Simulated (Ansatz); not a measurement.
# Co (quartet): energies up the ladder

Aim: energies up the ladder, for Co (quartet), with the cost of each level. Spin multiplicity 4.

Computed with Ansatz 0.2.0 (the levels named in each step, unless a step's input says otherwise).

## Step 1: The starting structure

Coordinates:

```xyz
1

Co    0.0000    0.0000    0.0000
```

## Step 2: Single point, PBE0/def2-TZVPP

input.yaml

```yaml
crystal:
  periodic: [false, false, false]
  atoms:
    - { symbol: Co, position_ang: [0.0, 0.0, 0.0] }
magnetization:
  spin_polarized: true
  initial_magnetization: 3
basis:
  gaussian: { orbitals: def2-TZVPP }
hamiltonian:
  xc: pbe0
```

Launch:

```
ansatz run input.yaml --threads 2 --pin off --max-ram 5120MiB --backend cpu --events-out ev --progress --plain --runs-dir out
```

Further steps of the session: Single point, PBE/def2-TZVPP; Single point, r2SCAN/def2-TZVPP; Single point, B3LYP/def2-TZVPP; Single point, wB97M-V/def2-TZVPP; Single point, B2PLYP/def2-TZVPP; Single point, LDA/def2-TZVPP; Single point, PBE0/def2-SVP; Single point, PBE/def2-SVP.

What does the calculation give? Wanted: energy at PBE/def2-SVP.

The runs gave:

| quantity | value |
| --- | --- |
| energy at PBE/def2-SVP | -37613.283 eV |

In words: These totals serve in differences with atoms or fragments at the same level; alone they don't rank the methods.
